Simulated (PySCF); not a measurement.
# C3H9As (trimethyl arsine): the cost of one run

Computed with PySCF 2.14.0, with density-fitted response routines of our own, on a single molecule in the gas phase. Atoms are numbered from 0 throughout.

### Step 1. The starting structure

13 atoms, charge 0, multiplicity 1; geometry from: GFN2-xTB. The atoms were then displaced at random by about 0.03 Å, so the start is not that level's minimum.

Bonds of the start (Å): C0–As1 1.90, As1–C2 1.94, As1–C3 1.91, C0–H4 1.12, C0–H5 1.10, C0–H6 1.14, C2–H7 1.09, C2–H8 1.10, C2–H9 1.15, C3–H10 1.02, C3–H11 1.09, C3–H12 1.27.

### Step 2. Relaxing the molecule at PBE0-D3(BJ)/def2-SVP

What the job is given:

```
{"job": {"xc": "PBE0", "basis": "def2-SVP", "d3": "d3bj", "grid": 1, "shake": 0.03, "kind": "geom"}, "charge": 0, "multiplicity": 1}
C     -0.347520     1.548680     0.385910
As    -0.192890    -0.205170     1.102100
C      1.540360    -0.534000     0.289230
C     -1.120830    -1.121020    -0.292780
H     -0.164670     1.627860    -0.717190
H      0.218890     2.346650     0.893030
H     -1.411710     1.945870     0.493040
H      1.643730    -0.288540    -0.766310
H      1.881630    -1.552230     0.513600
H      2.343890     0.089370     0.827770
H     -0.963210    -0.795500    -1.250560
H     -1.036030    -2.199760    -0.199220
H     -2.369790    -0.913350    -0.170460
```

The run is started by

```bash
> OMP_NUM_THREADS=1 python probes_run.py task.json out
```

One launch serves the whole session: the jobs run in the order shown.

**Question.** How long does this first job take on 1 thread of Arm Neoverse V2, shared host, and how much memory does it need?

About 26 s, with a peak of 0.5 GiB.
